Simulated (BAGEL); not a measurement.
# B3LYP/cc-pVDZ (density fitting with qzvpp-jkfit) run of B2F4

What is the energy change on altering one bond length of B2F4 at B3LYP/cc-pVDZ (density fitting with qzvpp-jkfit)? 

Program for the calculation: BAGEL 1.2.2.

12 further runs of the same task are left out: 12 set aside as unsound or not needed.

**1. Starting point**

B2F4: 6 atoms, total charge 0, spin state singlet. The coordinates come from a GFN2-xTB relaxation.

Bond lengths: B1–F2 1.316 Å, B1–F3 1.316 Å, B1–B4 1.718 Å, B4–F5 1.316 Å, B4–F6 1.316 Å. Angles: F2–B1–F3 112.5°, F2–B1–B4 123.7°, F3–B1–B4 123.7°, B1–B4–F5 123.7°, B1–B4–F6 123.8°, F5–B4–F6 112.5°.

**2. A single-point energy at B3LYP/cc-pVDZ (density fitting with qzvpp-jkfit)**

job.json

```json
{ "bagel": [

{
  "title": "molecule",
  "basis": "cc-pvdz.json",
  "df_basis": "qzvpp-jkfit",
  "angstrom": "true",
  "geometry": [
    { "atom": "B", "xyz": [   -0.399670,   -0.717120,   -0.252320 ] },
    { "atom": "F", "xyz": [    0.169780,   -1.653840,   -0.981170 ] },
    { "atom": "F", "xyz": [   -1.650490,   -0.999850,    0.044010 ] },
    { "atom": "B", "xyz": [    0.400090,    0.716480,    0.253290 ] },
    { "atom": "F", "xyz": [    0.417730,    1.829460,   -0.449240 ] },
    { "atom": "F", "xyz": [    1.062560,    0.824870,    1.385430 ] }
  ]
},
{
  "title": "ks",
  "xc_func": "b3lyp"
},
{
  "title": "print",
  "file": "orbitals.molden",
  "orbitals": "true"
}

]}
```

The basis set cc-pVDZ is read from a file made from the Basis Set Exchange's data (not shown).

Started as:

```console
$ BAGEL_NUM_THREADS=1 BAGEL job.json > job.out
```

The log of the run:

```text
* using 1 threads per process

  ===============================================================
  ===============================================================

  *** Geometry ***

  { "atom" : "B", "xyz" : [     -0.755267,     -1.355160,     -0.476816 ] },
  { "atom" : "F", "xyz" : [      0.320838,     -3.125305,     -1.854143 ] },
  { "atom" : "F", "xyz" : [     -3.118974,     -1.889443,      0.083167 ] },
  { "atom" : "B", "xyz" : [      0.756061,      1.353951,      0.478649 ] },
  { "atom" : "F", "xyz" : [      0.789395,      3.457178,     -0.848941 ] },
  { "atom" : "F", "xyz" : [      2.007947,      1.558778,      2.618083 ] },

  Number of auxiliary basis functions:      458

  Since a DF basis is specified, we compute 2- and 3-index integrals:
    o Being stored without compression. Storage requirement is 0.026 GB

  Number of basis functions:       84
  Number of electrons      :       46

    * METHOD: MOLECULE                             0.20

  *** Kohn-Sham DFT ***

    * Removing 10743 points whose weight is below 1.00e-10
    * Grid points: 78693

  === Nuclear Repulsion ===
   203.2186267658

       - DIIS with orbital gradients will be used.

  === KS iteration (b3lyp / cc-pvdz.json) ===
      0       -421.33332151          0.10836571           0.31
      1       -403.04697350          0.18560090           0.31
      2       -428.95132556          0.10781937           0.30
      3       -448.59169962          0.03272687           0.31
      4       -449.09991227          0.01917850           0.31
      5       -449.17319428          0.01539737           0.31
      6       -449.26822330          0.00856267           0.31
      7       -449.31452585          0.00148548           0.31
      8       -449.31554571          0.00031169           0.31
      9       -449.31553903          0.00032510           0.30
     10       -449.31561467          0.00001862           0.31
     11       -449.31561478          0.00001394           0.31
     12       -449.31561490          0.00000452           0.31
     13       -449.31561491          0.00000266           0.31
     14       -449.31561491          0.00000023           0.31
     15       -449.31561491          0.00000007           0.31
     16       -449.31561491          0.00000005           0.30
     17       -449.31561491          0.00000001           0.31
    * SCF iteration converged.

    * Permanent dipole moment:
           (   -0.000244,     0.000698,    -0.001276) a.u.

    * METHOD: KS                                   5.87

    * METHOD: PRINT                                0.01

  ===============================================================
```

Run time: 6.3 s. Hardware: 1 thread of Arm Neoverse V2, shared host; peak memory 0.34 GiB.

**3. The distorted shape, same level**

input.json

```json
{ "bagel": [

{
  "title": "molecule",
  "basis": "cc-pvdz.json",
  "df_basis": "qzvpp-jkfit",
  "angstrom": "true",
  "geometry": [
    { "atom": "B", "xyz": [    0.600984,   -0.490937,   -0.489383 ] },
    { "atom": "F", "xyz": [    1.170434,   -1.427657,   -1.218233 ] },
    { "atom": "F", "xyz": [   -1.650490,   -0.999850,    0.044010 ] },
    { "atom": "B", "xyz": [    1.400744,    0.942663,    0.016227 ] },
    { "atom": "F", "xyz": [    1.418384,    2.055643,   -0.686303 ] },
    { "atom": "F", "xyz": [    2.063214,    1.051053,    1.148367 ] }
  ]
},
{ "title": "ks", "xc_func": "b3lyp" },
{ "title": "print", "file": "orbitals.molden", "orbitals": "true" }

]}
```

The basis set cc-pVDZ is read from a file made from the Basis Set Exchange's data (not shown).

Started as:

```console
$ BAGEL_NUM_THREADS=1 BAGEL input.json > input.out
```

The log of the run:

```text
* using 1 threads per process

  ===============================================================
  ===============================================================

  *** Geometry ***

  { "atom" : "B", "xyz" : [      1.135695,     -0.927736,     -0.924800 ] },
  { "atom" : "F", "xyz" : [      2.211800,     -2.697881,     -2.302127 ] },
  { "atom" : "F", "xyz" : [     -3.118974,     -1.889443,      0.083167 ] },
  { "atom" : "B", "xyz" : [      2.647023,      1.781375,      0.030665 ] },
  { "atom" : "F", "xyz" : [      2.680357,      3.884602,     -1.296925 ] },
  { "atom" : "F", "xyz" : [      3.898909,      1.986202,      2.170099 ] },

  Number of auxiliary basis functions:      458

  Since a DF basis is specified, we compute 2- and 3-index integrals:
    o Being stored without compression. Storage requirement is 0.026 GB

  Number of basis functions:       84
  Number of electrons      :       46

    * METHOD: MOLECULE                             0.20

  *** Kohn-Sham DFT ***

    * Removing 9704 points whose weight is below 1.00e-10
    * Grid points: 79732

  === Nuclear Repulsion ===
   182.3388754685

       - DIIS with orbital gradients will be used.

  === KS iteration (b3lyp / cc-pvdz.json) ===
      0       -420.33495442          0.10161779           0.31
      1       -383.44726848          0.21622954           0.31
      2       -403.05540973          0.12417858           0.32
      3       -368.51880326          0.31239888           0.32
      4       -391.21407390          0.17089166           0.31
      5       -435.06490241          0.09426500           0.33
      6       -438.62286672          0.10782398           0.32
      7       -448.54361013          0.02737865           0.32
      8       -448.54941552          0.03053502           0.32
      9       -448.95903117          0.01655535           0.33
     10       -448.43301509          0.03648881           0.33
     11       -449.11741124          0.00540607           0.32
     12       -449.13099877          0.00296485           0.31
     13       -449.13641738          0.00072511           0.31
     14       -449.13678736          0.00028834           0.31
     15       -449.13684652          0.00004228           0.31
     16       -449.13684784          0.00002127           0.36
     17       -449.13684814          0.00001169           0.37
     18       -449.13684826          0.00000211           0.31
     19       -449.13684827          0.00000100           0.30
     20       -449.13684827          0.00000111           0.30
     21       -449.13684827          0.00000036           0.30
     22       -449.13684827          0.00000016           0.31
     23       -449.13684827          0.00000016           0.32
     24       -449.13684827          0.00000003           0.33
     25       -449.13684827          0.00000001           0.31
    * SCF iteration converged.

    * Permanent dipole moment:
           (   -1.591725,    -0.368562,     0.370963) a.u.

    * METHOD: KS                                   8.63

    * METHOD: PRINT                                0.01

  ===============================================================
```

Wall time 9 s (1 thread of Arm Neoverse V2, shared host); peak memory 0.34 GiB.

**4. Results**

At B3LYP/cc-pVDZ (density fitting with qzvpp-jkfit):

```
                                                         quantity          value
                                        first shape: total energy  -449.31561 Eh
                                       first shape: dipole moment         0.00 D
                                         first shape: HOMO energy       -9.80 eV
                                         first shape: LUMO energy       -1.00 eV
                                       first shape: HOMO–LUMO gap        8.81 eV
                                    distorted shape: total energy  -449.13685 Eh
                                   distorted shape: dipole moment         4.26 D
                                     distorted shape: HOMO energy       -7.90 eV
                                     distorted shape: LUMO energy       -3.67 eV
                                   distorted shape: HOMO–LUMO gap        4.23 eV
energy change with the B1–F3 bond stretched from 1.316 to 2.369 Å       4.864 eV
```

**Reading.** With the B1–F3 bond stretched from 1.316 to 2.369 Å the energy rises by 4.86 eV (112 kcal/mol). The first shape isn't relaxed at this level, so the change isn't measured from a minimum.
